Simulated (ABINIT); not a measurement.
The system is TaAs.

```
Ta As
1.0
    -1.72181    1.72181    5.86794
     1.72181   -1.72181    5.86794
     1.72181    1.72181   -5.86794
Ta As
2 2
Direct
  0.49997 0.49997 0.00000
  0.24997 0.74997 0.50000
  0.08263 0.08263 0.00000
  0.83263 0.33263 0.50000
```

The cell is a database's computed one.

Base run:

```yaml
Program: ABINIT 10.8.3 (patched build)
Functional: PBE
Potentials_or_basis: JTH PAW PBE v2.0
Cutoff: 517 eV
k_mesh: 11 × 11 × 11
Occupations: fermi-dirac, width 0.05 eV
Spin: no spin polarisation
```

Its results: band gap on the k mesh none (metal or under the smearing width); pressure 2.1 GPa; largest force 0.026 eV/Å.

**Question.** The run is repeated on the same cell with these changes: functional from PBE to PBEsol. What comes out?

**Answer.** Band gap on the k mesh none (metal or under the smearing width); pressure -3.7 GPa; largest force 0.023 eV/Å.

PBEsol binds more tightly than PBE, so the same cell stands under less pressure.

Caveats: the PAW data sets were made with another functional, which shifts forces and pressure a little (some runs).

Not every run made on this cell is shown here.
